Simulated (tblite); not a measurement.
# C4H8P2S: the cost of one run

Computed with tblite 0.8.0 and PySCF 2.14.0, with density-fitted response routines of our own, on a single molecule, in the gas phase or a continuum. Atoms count from 0, in the outputs and in this text.

### 1 The molecule as given

15 atoms, charge 0, multiplicity 1; geometry from: force field or distance geometry start.

Bonds of the start (Å): C0–C1 1.35, C1–C2 1.45, C2–C3 1.49, C3–P4 1.93, P4–P5 2.15, P4–S6 1.93, P4–C2 1.80, C0–H7 1.09, C0–H8 1.08, C1–H9 1.10, C2–H10 1.09, C3–H11 1.07, C3–H12 1.09, P5–H13 1.41, P5–H14 1.41.

### 2 Geometry optimisation with GFN2-xTB

The job: settings as JSON, then the geometry in Å.

```
{"job": {"kind": "relax", "xc": "GFN2-xTB", "basis": "xTB"}, "charge": 0, "multiplicity": 1}
C      2.832700    -0.184300     0.426300
C      1.539900    -0.388200     0.753100
C      0.432500    -0.470400    -0.178500
C     -0.213300     0.799100    -0.631200
P     -1.263300    -0.434700     0.412000
P     -2.831700    -0.636800    -1.039500
S     -1.712800     0.737100     1.874800
H      3.604600    -0.127600     1.190800
H      3.127400    -0.044700    -0.605900
H      1.311500    -0.516000     1.826100
H      0.584000    -1.219700    -0.950800
H     -0.473900     0.884100    -1.667200
H      0.046500     1.720400    -0.119600
H     -3.103900     0.740400    -1.192000
H     -3.884800    -0.850800    -0.120300
```

Run with:

```console
$ OMP_NUM_THREADS=1 python probes_run.py task.json out
```

This one command runs all jobs of the session in turn.

**Question.** How long does this first job take on 1 thread of Intel Xeon Platinum 8488C, shared host, and how much memory does it need?

About 1.8 s, with a peak of 0.18 GiB.
